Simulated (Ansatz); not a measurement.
## HPbNO4 in Ansatz: the effect of functional

Crystal: HPbNO4.

```
H Pb N O
1.0
     4.27531   -0.00040    0.00636
    -2.08399    5.20775   -0.04907
    -2.12377   -1.86574    4.91491
H Pb N O
1 1 1 4
Direct
  0.99073 0.03330 0.90994
  0.50274 0.81989 0.14287
  0.00838 0.47408 0.50265
  0.99816 0.92741 0.02877
  0.19467 0.73435 0.60852
  0.81673 0.35882 0.24556
  0.01381 0.33121 0.65217
```

The cell was built by a generator and needn't be a form met in nature.

Alike in all runs:

| Property | Result |
| --- | --- |
| Program | Ansatz 0.2.0 |
| Task | band structure |
| Potentials or basis | Ansatz PAW |
| k mesh | 8 × 6 × 6 |
| Occupations | fermi-dirac, width 0.05 eV |
| Spin | no spin polarisation |

Q: One run gave: gap on the mesh 2.82 eV; pressure -2.6 GPa; largest force 0.46 eV/Å. Which functional did it use?
A. r2SCAN
B. revPBE
C. RPBE
D. BLYP
E. PBEsol

A: E.

```csv
functional,cutoff,gap on the mesh (eV),pressure (GPa),largest force (eV/Å)
revPBE,420 eV (not typed: the program's choice for these potentials),2.86,1.9,0.23
BLYP,420 eV (not typed: the program's choice for these potentials),2.79,1.9,0.36
RPBE,420 eV (not typed: the program's choice for these potentials),2.86,2.4,0.33
r2SCAN,500 eV (not typed: the program's choice for these potentials),3.17,-3.0,0.66
PBEsol,420 eV (not typed: the program's choice for these potentials),2.82,-2.6,0.46
LDA,420 eV (not typed: the program's choice for these potentials),2.75,-5.5,1.02
```

Caveats: spin-orbit coupling is left out, which as a rule narrows the gap of such compounds by several tenths of an eV; the PAW data sets come from PBE, with cores solved anew for the run's functional, which leaves a small shift of forces and pressure; forces of over 1 eV/Å show positions far from the minimum, so gaps and moduli don't describe the material at rest (some runs).

A k mesh can miss the band edges.

Runs at the PBE level aren't shown here.
